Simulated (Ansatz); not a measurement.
# GeP₂H (sextet): the correlation ladder, cc-pVDZ

An exercise on one series of results from a longer session: the logs are not shown, and one member is left open.

Program: Ansatz 0.2.0, Gaussian basis. Level of theory: cc-pVDZ, core rule «outside noble gas», up to 24 orbitals frozen. These are calculated values, not measurements.

Plan: UHF; CCSD(T) on ROHF; CCSD(T) on UHF; BCCD(T) on ROHF; CISD; CCSDT(Q) on ROHF; CCSDT(Q) on UHF; CASSCF and MRCISD+Q, 11 electrons in 11 orbitals; CASSCF and NEVPT2, 11 electrons in 11 orbitals.

25 further runs of the same task are left out: 12 that didn't finish, 13 set aside as unsound or not needed.

## The system

The geometry is a PBE0/def2-TZVP stationary point (not a proven minimum) of the parent state, kept for this charge and spin. No spin-orbit coupling is included. The filled d shell of Ge may be among the frozen orbitals whatever the setting's name suggests; the logs give the count.

4 atoms, charge 0, spin multiplicity 6.

Atoms are counted from 1 here; the program's logs count them from 0.

Bond lengths: P1–Ge2 2.188 Å, P1–H4 1.424 Å, Ge2–P3 2.289 Å. Angles: Ge2–P1–H4 96.8°, P1–Ge2–P3 109.9°.

Set-up of the first run:

The input, in.yaml:

```yaml
crystal:
  periodic: [false, false, false]
  atoms:
    - {symbol: P, position_ang: [0.000000, -0.744588, 1.759041]}
    - {symbol: Ge, position_ang: [0.000000, 0.588281, 0.024091]}
    - {symbol: P, position_ang: [0.000000, -0.643960, -1.905161]}
    - {symbol: H, position_ang: [0.000000, 0.273623, 2.754085]}
basis:
  gaussian: {orbitals: cc-pVDZ}
magnetization: {spin_polarized: true, initial_magnetization: 5}
hamiltonian: {xc: hf}
output: {orbitals: {seedname: orbitals}}
```

The run is started by

```sh
$ ansatz run in.yaml --threads 1 --pin off --events-out ev --progress --plain --max-ram 2393MiB
```

Steps of the session up to this table: UHF; CCSD(T) on ROHF; CCSD(T) on UHF; BCCD(T) on ROHF; CISD; CCSDT(Q) on ROHF; CCSDT(Q) on UHF; CASSCF and MRCISD+Q, 11 electrons in 11 orbitals; CASSCF and NEVPT2, 11 electrons in 11 orbitals.

One of the session's tables, all rows but one given; the rest of the session is left out.

| method | from UCCSDT(Q) (kJ/mol) |
| --- | --- |
| ROHF | +766.1 |
| UHF | +737.1 |
| RMP2 | +150.2 |
| UMP2 | +154.3 |
| CISD | +106.0 |
| RCCSD | +30.1 |
| UCCSD | +28.6 |
| RCCSD(T) | +6.8 |
| UCCSD(T) | ? |
| BCCD(T) | +6.7 |
| RCCSDT | +2.5 |
| UCCSDT | +1.6 |
| RCCSDT(Q) | +0.9 |
| UCCSDT(Q) | 0 |
| CASSCF valence | +656.8 |
| NEVPT2 valence | +142.9 |
| MRCISD valence | +83.5 |
| MRCISD+Q valence | +10.3 |

Q: Estimate the row for UCCSD(T) from the others.

As computed: from UCCSDT(Q) (kJ/mol): +6.0. In the column «from UCCSDT(Q) (kJ/mol)» it lies between RCCSDT (+2.5) and BCCD(T) (+6.7).

To keep in mind: Restricted and unrestricted rows rest on different reference determinants; where their highest levels disagree by more than a few hundredths of an eV, they describe different states and don't form one ladder.
